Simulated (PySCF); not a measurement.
# From one method to the next for BrF⁻

Aim: see what other levels and later steps give for BrF⁻.

Method: each script names its method and basis; program: PySCF 2.14.0.

6 further runs of the same task are left out: 6 that didn't finish.

## 1. Where the work starts

BrF⁻: 2 atoms, charge -1, spin multiplicity 2.

Bond lengths: Br1–F2 1.922 Å.

## 2. The base run

input.py

```python
from pyscf import gto, scf, mp

mol = gto.M(
    atom='Br 0 0 0; F 0 0 1.922',
    basis='cc-pvdz',
    charge=-1,
    spin=1,
    symmetry=True,
    verbose=4,
)
mf = scf.UHF(mol)
mf.kernel()
mp.MP2(mf).kernel()
mf.dip_moment()
print('orbital energies (hartree):', [e[max(0, n-3):n+3].round(4) for e, n in zip(mf.mo_energy, mol.nelec)])
```

Launch:

```
$ OMP_NUM_THREADS=1 python input.py
```

## 3. MP2

Edit 1 changes frozen orbitals: none → 10.

input.py: that of step 2 with these lines changed.

```diff
@@ -12,3 +12,3 @@
 mf.kernel()
-mp.MP2(mf).kernel()
+mp.MP2(mf, frozen=10).kernel()
 mf.dip_moment()
```

## 4. Frozen orbitals 22

Edit 2 changes frozen orbitals: none → 22.

input.py: that of step 2 with these lines changed.

```diff
@@ -12,3 +12,3 @@
 mf.kernel()
-mp.MP2(mf).kernel()
+mp.MP2(mf, frozen=22).kernel()
 mf.dip_moment()
```

## 5. TDHF

Edit 3 changes step after the SCF: mp2 → tddft; number of roots: none → 3.

input.py: that of step 2 with these lines changed.

```diff
@@ -1,2 +1,2 @@
-from pyscf import gto, scf, mp
+from pyscf import gto, scf, tdscf
 
@@ -12,3 +12,6 @@
 mf.kernel()
-mp.MP2(mf).kernel()
+td = tdscf.TDHF(mf)
+td.nstates = 3
+td.kernel()
+td.analyze()
 mf.dip_moment()
```

## 6. SCF alone

Edit 4 changes step after the SCF: mp2 → none.

input.py: that of step 2 with these lines changed.

```diff
@@ -1,2 +1,2 @@
-from pyscf import gto, scf, mp
+from pyscf import gto, scf
 
@@ -12,3 +12,2 @@
 mf.kernel()
-mp.MP2(mf).kernel()
 mf.dip_moment()
```

What does the calculation give? Wanted: for each run, E(SCF); from base; gap, α spin; after the SCF.

As calculated:

```tsv
run	E(SCF) (hartree)	from base (eV)	cycles	gap, α spin (eV)	after the SCF
base	-2671.781583	0	11	26.75	MP2 correlation -8.763 eV
MP2	-2671.781583	0.0000	11	26.75	MP2 correlation -8.496 eV, core frozen
frozen orbitals 22	-2671.781583	not comparable	11	26.75	n/a
TDHF	-2671.781583	0.0000	11	26.75	lowest root found 3.73 eV
SCF alone	-2671.781583	0.0000	11	26.75	n/a
```

In words: The dearest run is “TDHF”, at 3.6 s against 0.92 s. Rows marked «poor choice» come from settings spoiled on purpose.
